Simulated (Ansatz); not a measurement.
# SiO2: the cost of one run

Program: Ansatz 0.2.0. Level of theory: DFT r2SCAN, scalar-relativistic, plane waves, PAW. These are calculated values, not measurements.

2 further runs of the same task are left out: 2 set aside as unsound or not needed.

## 1. The starting structure

It takes space group P4_2/mnm (No. 136, tetragonal). Conventional cell: a = 4.185 Å, b = 4.185 Å, c = 2.669 Å, α = 90.00°, β = 90.00°, γ = 90.00°. Around Si (site symmetry mmm) lie 6 O at 1.76 to 1.81 Å. O (site symmetry m2m) has 3 Si at 1.76 to 1.81 Å as nearest neighbours.

Coordinates:

```xyz
6
Lattice="4.1854 0.0000 0.0000 0.0000 4.1854 0.0000 0.0000 0.0000 2.6687" Properties=species:S:1:pos:R:3 pbc="T T T"
Si    2.0927    2.0927    1.3344
Si    0.0000    0.0000    0.0000
O     2.9042    2.9042    0.0000
O     0.8115    3.3739    1.3344
O     1.2812    1.2812    0.0000
O     3.3739    0.8115    1.3344
```

It goes back to an entry of the Materials Project, which need not be the stable form.

It is the result of an earlier relaxation at this level (volume 7.79 Å³/atom; gap on the mesh: 6.51 eV).

## 2. The reference: the undisturbed cell on the scan's mesh

Input file input.yaml:

```yaml
crystal:
  lattice:
    - [4.1854060871, 0.0, 0.0]
    - [0.0, 4.1854060871, 0.0]
    - [0.0, 0.0, 2.6687449852]
  atoms:
    - { symbol: Si, position: [0.5, 0.5, 0.5] }
    - { symbol: Si, position: [0.0, 0.0, 0.0] }
    - { symbol: O, position: [0.6938852015, 0.6938852015, 0.0] }
    - { symbol: O, position: [0.1938852015, 0.8061147985, 0.5] }
    - { symbol: O, position: [0.3061147985, 0.3061147985, 0.0] }
    - { symbol: O, position: [0.8061147985, 0.1938852015, 0.5] }
basis:
  ecutwfc: 500
kpoints:
  mp_grid: { grid: [6, 6, 10] }
hamiltonian:
  xc: r2scan
scf:
  occupations: { method: gaussian, width: 0.05 }
output:
  forces: true
  stress: true
  eigenvalues: true
```

The run is started by

```bash
ansatz run input.yaml --threads 1 --pin off --max-ram 2560MiB --backend cpu --events-out ev --progress --plain --runs-dir out
```

What time and memory should one allow on 1 thread of Intel Xeon 6975P-C (Granite Rapids), shared host?

About 4 s, with a peak of 0.45 GiB.
